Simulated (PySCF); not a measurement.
# GeAs+: from the state search to spectroscopic constants

The task here is to estimate one member of a computed series from the others.

Program: PySCF 2.14.0. Level of theory: Ge def2-TZVPPD, As def2-TZVPPD, no relativity. These are calculated values, not measurements.

1 further run of the same task is left out (it didn't finish).

The first run:

The job is set up so:

- atoms: Ge, As
- charge: 1
- basis: Ge def2-TZVPPD, As def2-TZVPPD
- Hamiltonian: no relativity
- basis functions: 108
- electrons treated: 64
- masses in u: 73.9212, 74.9216
- levels: PBE0, PBE, r²SCAN, LDA, B97-3, BHandHLYP, B2PLYP, MN15, ωB97X, HF, MP2, SCS-MP2
- grid: 80 radial by 434 angular points
- occupations: held fixed by the projection of orbital angular momentum
- dissociation limit: Ge+ + As, each in its ground configuration
- starting distance in angstrom: 2.435
- values of 2S to try: 0, 2, 4

On the command line:

```
$ OMP_NUM_THREADS=2 python dia.py task.json out
```

Among the steps run: The job; First curve: PBE0; Other states along the same grid; PBE (GGA); r²SCAN (meta-GGA); LDA; B97-3; BHandHLYP; B2PLYP; MN15 (hybrid meta-GGA); ωB97X (range-separated hybrid); UHF (mean field).

One table of the session follows, with a row left open; its other results are not shown here.

| level | Re (Å) | ωe (cm⁻¹) | De (eV) | μ (D) |
| --- | --- | --- | --- | --- |
| UHF | 2.404 | 286.6 | 1.21 | -2.17 |
| UHF-MP2 | 2.377 | 306 | 2.31 | n/a |
| UHF-SCS-MP2 | 2.388 | 297.2 | 2.24 | n/a |
| LDA | 2.402 | 283.0 | 3.63 | -1.11 |
| PBE | 2.439 | 271.7 | 3.05 | -1.28 |
| r²SCAN | 2.407 | 284.8 | 2.89 | -1.29 |
| PBE0 | 2.405 | 289.1 | 2.76 | -1.45 |
| B97-3 | 2.426 | 281.7 | 2.70 | -1.60 |
| MN15 | 2.380 | 293.3 | 2.57 | -1.38 |
| BHandHLYP | 2.398 | 292.5 | 2.48 | -1.65 |
| ωB97X | ? | ? | ? | ? |
| B2PLYP | 2.412 | 285.1 | 2.64 | -1.75 |

Estimate the missing values for ωB97X.

As computed: Re (Å): 2.376; ωe (cm⁻¹): 304; De (eV): 2.83; μ (D): -1.57. In the column «Re (Å)» it is the lowest.

De is counted to Ge+ + As in their ground configurations. A positive dipole points from Ge to As; in an ion it is taken about the centre of mass and does not tell which atom is negative.

Time per point (s) on 2 threads of Arm Neoverse V2, shared host (CPU time, shared integrals of 1.3 s apart; correlated levels include their reference); the times are rough: UHF 2.2, UHF-MP2 4.7, UHF-SCS-MP2 4.7, LDA 1.9, PBE 2.4, r²SCAN 3.5, PBE0 5.4, B97-3 3.1, MN15 5.2, BHandHLYP 3.1, ωB97X 6.4, B2PLYP 5.3.

To keep in mind: Lowest PBE0 solution found, without spin–orbit coupling: ³Σ⁻ (triplet), unpaired electrons π ↑↑. Warnings in the runs' records: inverted.
